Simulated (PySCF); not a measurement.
**[Eu(NH3)]2+: other functionals and bases at one geometry**

An exercise on one series of results from a longer session: the logs are not shown, and one member is left open.

Program: PySCF 2.14.0. Level of theory: several levels, as the steps say, no spin–orbit coupling. These are calculated values, not measurements.

1 further run of the same task is left out (for a known fault of the program).

**The starting structure**

5 atoms, charge 2, spin multiplicity 1.

Bond lengths: Eu1–N2 2.582 Å, N2–H3 1.030 Å, N2–H4 1.030 Å, N2–H5 1.030 Å. Angles: Eu1–N2–H3 115.3°, Eu1–N2–H4 115.3°, Eu1–N2–H5 115.3°, H3–N2–H4 103.1°, H3–N2–H5 103.1°, H4–N2–H5 103.1°.

Coordinates:

```
Eu    0.0000    0.0000   -0.2044
N     0.0000    0.0000    2.3774
H     0.9316    0.0000    2.8169
H    -0.4658    0.8068    2.8169
H    -0.4658   -0.8068    2.8169
```

Formal oxidation states: Eu +2. Each metal's 7 4f electrons lie in its core potential, so multiplicities, spins and levels count the valence alone. An earlier session relaxed this geometry at PBE0, Eu lcecp-0-SVP with ECP53, N def2-SVP, H def2-SVP (singlet, point group C3v).

At PBE0 on the finer grid: E = -85.263364 Eh, frontier levels not given, since the 4f levels lie in the core, Mulliken charge on Eu1 +1.72 e, largest force component 0.002 eV/Å. 

Levels to run: M06-L; B3LYP; PBE0, TZVP. Hardware: 2 threads of Arm Neoverse N1, shared host.

Set-up of the first run:

The input, run.py (the lines that set the calculation):

```python
mol = gto.M(atom='''
Eu     0.00000     0.00000    -0.20445
N      0.00000     0.00000     2.37737
H      0.93164     0.00004     2.81688
H     -0.46585     0.80681     2.81688
H     -0.46579    -0.80684     2.81688''',
    basis={'Eu': 'lcecp-0-SVP', 'N': 'def2-SVP', 'H': 'def2-SVP'},
    ecp={'Eu': 'lcecp-0-SVP'},
    charge=2, spin=0)
mf = dft.RKS(mol, xc='M06L')
mf.grids.atom_grid = (75, 302)  # f atoms: unpruned, at least (60, 302)
mf = mf.density_fit()  # fitting sets: Eu AutoAux, N def2-universal-JKFIT, H def2-universal-JKFIT
mf.conv_tol = 1e-08; mf.max_cycle = 55
mf.kernel(dm0)  # dm0: the density of the relaxed state
```

Started as:

```console
OMP_NUM_THREADS=2 python run.py
```

Among the steps run: M06-L; B3LYP; PBE0, TZVP.

One table of the session follows, with a row left open; its other results are not shown here.

```
              level  charge on Eu1 (e)  dipole (D)  largest force component (eV/Å)
PBE0 (relaxed here)               1.72        2.15                            0.00
              M06-L                  ?           ?                               ?
              B3LYP               1.71        2.19                            0.09
         PBE0, TZVP               1.82        2.20                            0.36
```

Q: Estimate the row for M06-L from the others.

As computed: charge on Eu1 (e): 1.75; dipole (D): 2.00; largest force component (eV/Å): 0.12. In the column «charge on Eu1 (e)» it lies between PBE0 (relaxed here) (1.72) and PBE0, TZVP (1.82).

The dipole of a charged species depends on the origin, so these sizes hold for this origin alone.

The largest leftover force, 0.36 eV/Å with PBE0, TZVP, stands at a geometry relaxed at another level. With 4f in the core, its levels are missing from HOMO and gap, and its count is fixed, so no charge can pass from the ligands into it. Total energies of different levels can't be compared.
